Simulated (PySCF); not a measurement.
Molecule: SGaH3, in a box.

```
S Ga H
1.0
    12.00000    0.00000    0.00000
     0.00000   12.00000    0.00000
     0.00000    0.00000   12.00000
S Ga H
1 1 3
Direct
  0.52297 0.37776 0.55922
  0.49228 0.53497 0.47024
  0.62504 0.40650 0.59497
  0.37712 0.54325 0.41070
  0.58535 0.62574 0.47237
```

Base run:

```yaml
Program: PySCF 2.14.0
Functional: PBE
Potentials_or_basis: pob-tzvp-rev2 (all-electron)
k_mesh: 1 × 1 × 1
Occupations: fixed
Spin: no spin polarisation
```

Its results: gap between the frontier levels 4.77 eV.

The run is repeated on the same cell with these changes: functional from PBE to r2SCAN. What comes out?

Gap between the frontier levels 5.28 eV.

r2SCAN gives the wider gap, since meta-GGAs in the generalised Kohn-Sham scheme recover part of the derivative discontinuity.

Caveats: this is a molecule in a periodic box at the Γ point, so its band gap is the HOMO-LUMO gap; relativity is left out, which matters for the heavier elements; the basis of atomic orbitals isn't converged, which shifts pressures, moduli and gaps.

